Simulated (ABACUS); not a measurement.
Runs of ABACUS 3.10.1 on DyAgB4F16. The typed cell holds 22 atoms: a = 5.407 Å, b = 6.876 Å, c = 9.519 Å, α = 80.98°, β = 87.30°, γ = 90.07°. The cell was built by a generator and needn't be a form met in nature.

| task | level | potentials or basis | spin | k mesh | cutoff (eV) | threshold of the eigensolver | path | points for each segment of the path | SCF threshold on the density | eigensolver | gap on the mesh (eV) | moment (μB) | largest force (eV/Å) |
| --- | --- | --- | --- | --- | --- | --- | --- | --- | --- | --- | --- | --- | --- |
| single point | PBE | PseudoDojo NC SR 0.4.1 PBE standard, lanthanides 3+ (f in core), TZDP LCAO (the cutoffs set its grid) | off | 4 × 3 × 2 | 1361 | - | - | - | 1e-07 | genelpa | 4.17 | - | 0.25 |
| single point | PBEsol | PseudoDojo NC SR 0.4.1 PBE standard, lanthanides 3+ (f in core), plane waves | off | 3 × 3 × 2 | 1143 | - | - | - | 1e-08 | dav | 4.11 | - | (b) |
| single point | PBE | PseudoDojo NC SR 0.4.1 PBE standard, lanthanides 3+ (f in core), plane waves | collinear, ferromagnetic start | 5 × 4 × 3 | 1143 | - | - | - | 1e-08 | dav | 4.16 | 0.00 | 0.09 |
| single point | PBE | PseudoDojo NC SR 0.4.1 PBE standard, lanthanides 3+ (f in core), TZDP LCAO (the cutoffs set its grid) | collinear, ferromagnetic start | 5 × 4 × 3 | 1361 | - | - | - | 1e-07 | genelpa | 4.17 | 0.00 | 0.25 |
| single point | PBE | PseudoDojo NC SR 0.4.1 PBE standard, lanthanides 3+ (f in core), DZP LCAO (the cutoffs set its grid) | off | 4 × 3 × 2 | 1361 | - | - | - | 1e-07 | scalapack_gvx | 4.35 | - | (a) |

Alike in all rows: cell as given; smearing fermi-dirac 0.05 eV.

Problem. Estimate the missing entries.

Solution. (a) 0.96; (b) 0.29.

Caveats: spin-orbit coupling is left out, which moves the levels of the heavy elements; an odd mesh through Γ misses points on the zone boundary, where band edges often lie; the 4f electrons are frozen in the core as for a trivalent ion, so they carry no moment and show no levels; the atomic orbitals were generated for these runs and aren't a published set (some runs); the basis of atomic orbitals isn't converged, which shifts pressures, moduli and gaps (some runs); the magnetic or orbital state may not be the lowest (some runs).

A k mesh can miss the band edges, and the runs leave out spin-orbit coupling on Ag, Dy.

Not every run made on this cell is shown here.
